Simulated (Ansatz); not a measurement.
# C₂H₁₀BNSi: up Jacob's ladder to CCSD(T)

How much do the methods differ for C₂H₁₀BNSi? The plan is to run it at one geometry with functionals of several rungs and with coupled cluster, and see how far each lands from CCSD(T) at the basis-set limit for the atomisation energy.

Method: functionals in def2-TZVPP, the program's frozen cores in correlated methods; program: Ansatz 0.2.0, Gaussian basis.

Levels to be run: LDA (SPW92), PBE-D4, revPBE-D4, BLYP-D4, r2SCAN-D4, B97M-V, PBE0-D4, B3LYP-D4, r2SCANh-D4, r2SCAN0-D4, HSE06-D4, BHLYP-D4, CAM-B3LYP-D4, LC-ωPBE, ωB97X-V, ωB97M-V, B2PLYP, PBE-QIDH; CCSD(T)/def2-SVP; CCSD(T)/def2-TZVPP; MP2/def2-QZVPP; extrapolation to the limit; RPA on PBE.

## 1. The geometry

An earlier PBE0-D4 in a triple-zeta def2 set relaxation fixed the geometry.

SMILES `CB(N)C[SiH3]`, 15 atoms, charge 0, spin multiplicity 1.

Atoms are counted from 1 here; the program's logs count them from 0.

Bond lengths: C1–B2 1.576 Å, C1–H6 1.093 Å, C1–H7 1.095 Å, C1–H8 1.096 Å, B2–N3 1.399 Å, B2–C4 1.576 Å, N3–H9 1.006 Å, N3–H10 1.005 Å, C4–Si5 1.873 Å, C4–H11 1.095 Å, C4–H12 1.096 Å, Si5–H13 1.489 Å, Si5–H14 1.490 Å, Si5–H15 1.489 Å. Angles: B2–C1–H6 114.1°, B2–C1–H7 111.1°, B2–C1–H8 109.9°, H6–C1–H7 107.9°, H6–C1–H8 107.6°, H7–C1–H8 105.8°, C1–B2–N3 119.9°, C1–B2–C4 120.8°, N3–B2–C4 119.3°, B2–N3–H9 123.6°, B2–N3–H10 122.8°, H9–N3–H10 113.6°, B2–C4–Si5 111.1°, B2–C4–H11 111.4°, B2–C4–H12 112.7°, Si5–C4–H11 106.9°, Si5–C4–H12 106.8°, H11–C4–H12 107.7° and more.

## 2. LDA

This LDA is Slater exchange with PW92 correlation.

Input file in.yaml:

```yaml
crystal:
  periodic: [false, false, false]
  atoms:
    - {symbol: C, position_ang: [-1.801371, -0.362015, -0.549445]}
    - {symbol: B, position_ang: [-0.243348, -0.583120, -0.465381]}
    - {symbol: N, position_ang: [0.480472, -0.892360, -1.622228]}
    - {symbol: C, position_ang: [0.520462, -0.424546, 0.903952]}
    - {symbol: Si, position_ang: [1.083071, 1.343939, 1.159821]}
    - {symbol: H, position_ang: [-2.200226, -0.372861, -1.567235]}
    - {symbol: H, position_ang: [-2.091462, 0.586006, -0.084746]}
    - {symbol: H, position_ang: [-2.320837, -1.142920, 0.017661]}
    - {symbol: H, position_ang: [1.474442, -1.044974, -1.632050]}
    - {symbol: H, position_ang: [0.051936, -0.970839, -2.528232]}
    - {symbol: H, position_ang: [-0.123653, -0.679195, 1.751766]}
    - {symbol: H, position_ang: [1.415411, -1.053943, 0.964609]}
    - {symbol: H, position_ang: [-0.060429, 2.290341, 1.039565]}
    - {symbol: H, position_ang: [1.695339, 1.535693, 2.504158]}
    - {symbol: H, position_ang: [2.098294, 1.719994, 0.137185]}
basis:
  gaussian: {orbitals: def2-TZVPP}
hamiltonian: {xc: lda}
output: {orbitals: {seedname: orbitals}}
```

After this run come: PBE-D4 (GGA); revPBE-D4 (GGA); BLYP-D4 (GGA); r2SCAN-D4 (meta-GGA); B97M-V (meta-GGA); PBE0-D4 (hybrid); B3LYP-D4 (hybrid); r2SCANh-D4 (hybrid); r2SCAN0-D4 (hybrid); HSE06-D4 (hybrid); BHLYP-D4 (hybrid); CAM-B3LYP-D4 (range-separated); LC-ωPBE (range-separated); ωB97X-V (range-separated); ωB97M-V (range-separated); B2PLYP (double hybrid); PBE-QIDH (double hybrid); CCSD(T) in def2-SVP; CCSD(T) in def2-TZVPP; MP2 in def2-QZVPP; RPA on PBE orbitals.

**Question.** What will the summary of the whole plan be? Wanted: atomisation energy, CCSD(T)/CBS; farthest beyond LDA; mean size of error, GGA; mean size of error, meta-GGA; mean size of error, hybrid; mean size of error, range-separated; mean size of error, double hybrid; gap, smallest and largest; T1 diagnostic.

As calculated:

```
                               quantity                                                                             value
        atomisation energy, CCSD(T)/CBS                                                                     5533.9 kJ/mol
 functionals within 27.7 kJ/mol (0.5 %)  BLYP-D4, r2SCAN-D4, PBE0-D4, r2SCANh-D4, r2SCAN0-D4, HSE06-D4, LC-ωPBE, PBE-QIDH
                    farthest beyond LDA                                                           BHLYP-D4 (-74.3 kJ/mol)
                mean size of error, GGA                                                                       38.4 kJ/mol
           mean size of error, meta-GGA                                                                       25.3 kJ/mol
             mean size of error, hybrid                                                                       28.8 kJ/mol
    mean size of error, range-separated                                                                       30.6 kJ/mol
      mean size of error, double hybrid                                                                       30.0 kJ/mol
              gap, smallest and largest                                         6.32 eV (LDA (SPW92)), 13.32 eV (LC-ωPBE)
                          T1 diagnostic                                                                            0.0111
triples share of the correlation energy                                                                             3.7 %
```

**Reading.** LDA overbinds by 688.9 kJ/mol (12 %). PBE-D4 is off by +70.1 kJ/mol. Double hybrids carry the basis error of their MP2 part in triple zeta, and no dispersion term here, so their miss is partly the set-up's. By mean error the best rung here is meta-GGA (25.3 kJ/mol) and the worst beyond LDA is GGA (38.4 kJ/mol). The gap between the best rungs is small, so their order is not settled. Misses under about 27.7 kJ/mol are within the doubt on the reference itself, which lacks core-valence correlation, relativity and higher excitations. Hartree-Fock recovers 76 % of the binding; the rest is correlation. CCSD(T) in def2-SVP is off by -264.0 kJ/mol, so the small basis spoils what the method gains. Orbital gaps span 6.3 to 13.3 eV; exact exchange widens them.
